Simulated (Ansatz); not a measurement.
# C3H6AlB: a ladder of functionals and wavefunction methods

An exercise on one series of results from a longer session: the logs are not shown, and one member is left open.

Computed with Ansatz 0.2.0, Gaussian basis. Level: functionals in def2-TZVPP, the program's frozen cores in correlated methods.

The runs, in order: LDA (SPW92), PBE-D4, revPBE-D4, BLYP-D4, r2SCAN-D4, B97M-V, PBE0-D4, B3LYP-D4, r2SCANh-D4, r2SCAN0-D4, HSE06-D4, BHLYP-D4, CAM-B3LYP-D4, LC-ωPBE, ωB97X-V, ωB97M-V, B2PLYP, PBE-QIDH; CCSD(T)/def2-SVP; CCSD(T)/def2-TZVPP; MP2/def2-QZVPP; extrapolation to the limit; RPA on PBE.

## The geometry

An earlier PBE0-D4 in a triple-zeta def2 set relaxation fixed the geometry.

SMILES `BC1=[CH][AlH][CH2]1`, 11 atoms, charge 0, spin multiplicity 1.

Atoms are counted from 1 here; the program's logs count them from 0.

Bond lengths: B1–C2 1.535 Å, B1–H6 1.197 Å, B1–H7 1.199 Å, C2–C3 1.369 Å, C2–C5 1.526 Å, C3–Al4 1.914 Å, C3–H8 1.085 Å, Al4–C5 1.964 Å, Al4–H9 1.588 Å, C5–H10 1.092 Å, C5–H11 1.092 Å. Angles: C2–B1–H6 120.6°, C2–B1–H7 119.8°, H6–B1–H7 119.6°, B1–C2–C3 119.3°, B1–C2–C5 126.2°, C3–C2–C5 113.4°, C2–C3–Al4 85.8°, C2–C3–H8 122.2°, Al4–C3–H8 150.1°, C3–Al4–C5 77.3°, C3–Al4–H9 138.9°, C5–Al4–H9 140.6°, C2–C5–Al4 80.1°, C2–C5–H10 115.0°, C2–C5–H11 110.4°, Al4–C5–H10 123.7°, Al4–C5–H11 116.2°, H10–C5–H11 108.3°.

Coordinates:

```tsv
atom	x (Å)	y (Å)	z (Å)
B1	1.3161	1.2413	-0.2246
C2	0.0744	0.3816	0.0480
C3	-0.2219	0.0213	1.3355
Al4	-1.0650	-1.5143	0.5640
C5	-0.7538	-0.3623	-0.9963
H6	1.5204	2.2345	0.4110
H7	2.1218	0.8825	-1.0366
H8	0.2193	0.5211	2.1918
H9	-1.3472	-3.0338	0.9297
H10	-0.2009	-0.6794	-1.8829
H11	-1.5979	0.2505	-1.3190
```

The first run:

File in.yaml:

```yaml
crystal:
  periodic: [false, false, false]
  atoms:
    - {symbol: B, position_ang: [1.316075, 1.241322, -0.224601]}
    - {symbol: C, position_ang: [0.074354, 0.381620, 0.047979]}
    - {symbol: C, position_ang: [-0.221907, 0.021296, 1.335462]}
    - {symbol: Al, position_ang: [-1.065016, -1.514347, 0.564003]}
    - {symbol: C, position_ang: [-0.753813, -0.362261, -0.996256]}
    - {symbol: H, position_ang: [1.520447, 2.234520, 0.411001]}
    - {symbol: H, position_ang: [2.121811, 0.882487, -1.036573]}
    - {symbol: H, position_ang: [0.219341, 0.521098, 2.191782]}
    - {symbol: H, position_ang: [-1.347194, -3.033789, 0.929714]}
    - {symbol: H, position_ang: [-0.200927, -0.679419, -1.882945]}
    - {symbol: H, position_ang: [-1.597869, 0.250471, -1.318967]}
basis:
  gaussian: {orbitals: def2-TZVPP}
hamiltonian: {xc: lda}
output: {orbitals: {seedname: orbitals}}
```

On the command line:

```
$ ansatz run in.yaml --threads 2 --pin off --events-out ev --progress --plain --max-ram 4352MiB
```

Steps of the session up to this table: LDA; PBE-D4 (GGA); revPBE-D4 (GGA); BLYP-D4 (GGA); r2SCAN-D4 (meta-GGA); B97M-V (meta-GGA); PBE0-D4 (hybrid); B3LYP-D4 (hybrid); r2SCANh-D4 (hybrid); r2SCAN0-D4 (hybrid); HSE06-D4 (hybrid); BHLYP-D4 (hybrid); CAM-B3LYP-D4 (range-separated); LC-ωPBE (range-separated); ωB97X-V (range-separated); ωB97M-V (range-separated); B2PLYP (double hybrid); PBE-QIDH (double hybrid).

One of the session's tables, all rows but one given; the rest of the session is left out.

It belongs to the step «Frontier levels by functional». 

| functional | HOMO (eV) | LUMO (eV) | gap (eV) |
| --- | --- | --- | --- |
| LDA (SPW92) | -6.00 | -3.17 | 2.83 |
| PBE-D4 | -5.86 | -2.91 | 2.95 |
| revPBE-D4 | -5.80 | -2.80 | 3.00 |
| BLYP-D4 | -5.72 | -2.73 | 2.99 |
| r2SCAN-D4 | -6.01 | -2.63 | 3.37 |
| B97M-V | -6.08 | -2.68 | 3.40 |
| PBE0-D4 | -6.91 | -1.97 | 4.94 |
| B3LYP-D4 | ? | ? | ? |
| r2SCANh-D4 | -6.41 | -2.30 | 4.10 |
| r2SCAN0-D4 | -7.01 | -1.82 | 5.20 |
| HSE06-D4 | -6.52 | -2.35 | 4.17 |
| BHLYP-D4 | -7.84 | -0.96 | 6.88 |
| CAM-B3LYP-D4 | -8.18 | -0.90 | 7.27 |
| LC-ωPBE | -9.47 | 0.21 | 9.68 |
| ωB97X-V | -9.13 | 0.12 | 9.25 |
| ωB97M-V | -9.03 | -0.10 | 8.93 |

Q: Estimate the row for B3LYP-D4 from the others.

Worked estimate for «HOMO (eV)». Against the share of exact exchange, BLYP-D4 (0, -5.72), BHLYP-D4 (0.5, -7.84) give a slope of -4.24 per unit share; at 0.2 the line stands at -6.57.

As computed: HOMO (eV): -6.72; LUMO (eV): -2.16; gap (eV): 4.56. In «HOMO (eV)» the line misses by +0.15.
